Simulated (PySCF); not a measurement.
# C8H16O (2-methyl-6-hepten-3-ol): the cost of one run

Computed with PySCF 2.14.0 and routines of our own; the level stands in each step. Atoms count from 0.

## 1. The system as given

25 atoms, charge 0, multiplicity 1; geometry from: GFN2-xTB.

## 2. Geometry optimisation at PBE0-D3(BJ)/def2-SVP

Job settings and geometry (Å):

```
{"job": {"xc": "PBE0", "basis": "def2-SVP", "d3": "d3bj", "grid": 2, "kind": "geom"}, "charge": 0, "multiplicity": 1}
C      4.058635     0.804204     0.398587
C      3.184194     0.031015    -0.216685
C      1.932463    -0.492862     0.408061
C      0.691445     0.021392    -0.329903
C     -0.598643    -0.548383     0.274239
O     -0.559682    -1.960876     0.279035
C     -1.867304    -0.042682    -0.445544
C     -1.972311     1.480450    -0.446328
C     -3.103618    -0.642536     0.223842
H      4.948606     1.165532    -0.087991
H      3.922851     1.104715     1.424745
H      3.341431    -0.252548    -1.250079
H      1.934269    -1.585897     0.376844
H      1.881329    -0.187481     1.454338
H      0.674880     1.109073    -0.273649
H      0.747787    -0.265262    -1.384662
H     -0.656445    -0.272945     1.333048
H     -0.493537    -2.259751    -0.635673
H     -1.826656    -0.395432    -1.484827
H     -1.861241     1.867832     0.564271
H     -2.948852     1.778848    -0.821501
H     -1.216527     1.935836    -1.080234
H     -3.235616    -0.212905     1.214291
H     -2.993973    -1.718569     0.330461
H     -3.994421    -0.436624    -0.364703
```

Command:

```console
$ OMP_NUM_THREADS=1 python excited_run.py task.json out
```

This one command runs all jobs of the session in turn.

Q: Estimate the wall time and peak memory of this first job on 1 thread of Intel Xeon Platinum 8488C, shared host.

About 3.1 min, with a peak of 0.94 GiB.
